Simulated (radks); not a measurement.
# Valence configurations of Sm³⁺

An exercise on one series of results from a longer session: the logs are not shown, and one member is left open.

Method: Dirac Kohn-Sham, PBEsol, spin-unpolarised, spherical densities, finite nucleus; open shells fill j = l - 1/2 first. Code: radks (a radial shooting solver on a logarithmic mesh, Libxc functionals) version 1.

### What is computed

| Property | Result |
| --- | --- |
| element | samarium (Z = 62) |
| charge | +3 |
| electrons | 59 |
| configuration | [Xe] 4f5 |
| nuclear rms radius | 5.0819 fm |
| others tried | 4f4.5 6p0.5; 4f4 6s1; 4f4 6s0.5 6p0.5; 4f3 5d2; 4f4 5d0.5 6p0.5; 4f4 5d1; 4f3 6s2; 4f3 5d1 6s1; 4f2 5d2 6s1 |

The first run:

Settings of this run:

```text
Z 62
configuration [Xe] 4f5
relativity Dirac
functional pbe_sol,pbe_sol
spin unpolarised
j_filling energy
nucleus finite rms 5.0819 fm
c 137.035999084
```

Among the steps run: [Xe] 4f5.

One table of the session follows, with a row left open; its other results are not shown here.

It belongs to the step «[Xe] 4f5». From the orbitals of this run (lengths in bohr):

| level | <r> | outermost maximum (interpolated) | 90 % within | nodes |
| --- | --- | --- | --- | --- |
| 4p3/2 | 0.6212 | 0.571 | 0.904 | 2 |
| 4d3/2 | 0.6622 | 0.582 | 0.995 | 1 |
| 4d5/2 | ? | ? | ? | ? |
| 5s1/2 | 1.378 | 1.25 | 1.98 | 4 |
| 5p1/2 | 1.528 | 1.36 | 2.22 | 3 |
| 5p3/2 | 1.608 | 1.43 | 2.33 | 3 |
| 4f5/2 | 0.9021 | 0.603 | 1.54 | 0 |
| 4f7/2 | 0.9124 | 0.608 | 1.56 | 0 |

**Question.** Estimate the row for 4d5/2.

As computed: <r>: 0.6724; outermost maximum (interpolated): 0.590; 90 % within: 1.01; nodes: 1. In the column «<r>» it lies between 4d3/2 (0.6622) and 4f5/2 (0.9021).
